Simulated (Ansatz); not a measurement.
The system is KZr2.

```
CELL_PARAMETERS angstrom
0.00000 3.57912 3.57912
3.57912 0.00000 3.57912
3.57912 3.57912 0.00000
ATOMIC_POSITIONS crystal
K 0.00000 0.00000 0.00000
Zr 0.25000 0.25000 0.25000
Zr 0.75000 0.75000 0.75000
```

The cell was built by a generator and needn't be a form met in nature.

Base run:

- Program: Ansatz 0.2.0
- Functional: r2SCAN
- Potentials or basis: Ansatz PAW
- Cutoff: 500 eV
- Density cutoff: 2000 eV
- k mesh: 7 × 7 × 7
- Occupations: fermi-dirac, width 0.05 eV
- Spin: no spin polarisation

Its results: band gap on the k mesh none (metal or under the smearing width); pressure -0.4 GPa.

The run is repeated on the same cell with these changes: functional from r2SCAN to BLYP; cutoff from 500 eV to 420 eV; density cutoff from 2000 eV to 1680 eV. What comes out?

Band gap on the k mesh none (metal or under the smearing width); pressure 1.8 GPa.

Caveats: the PAW data sets come from PBE, with cores solved anew for the run's functional, which leaves a small shift of forces and pressure; the potentials were made for another functional, which shifts forces and pressure (some runs).

Not every run made on this cell is shown here.
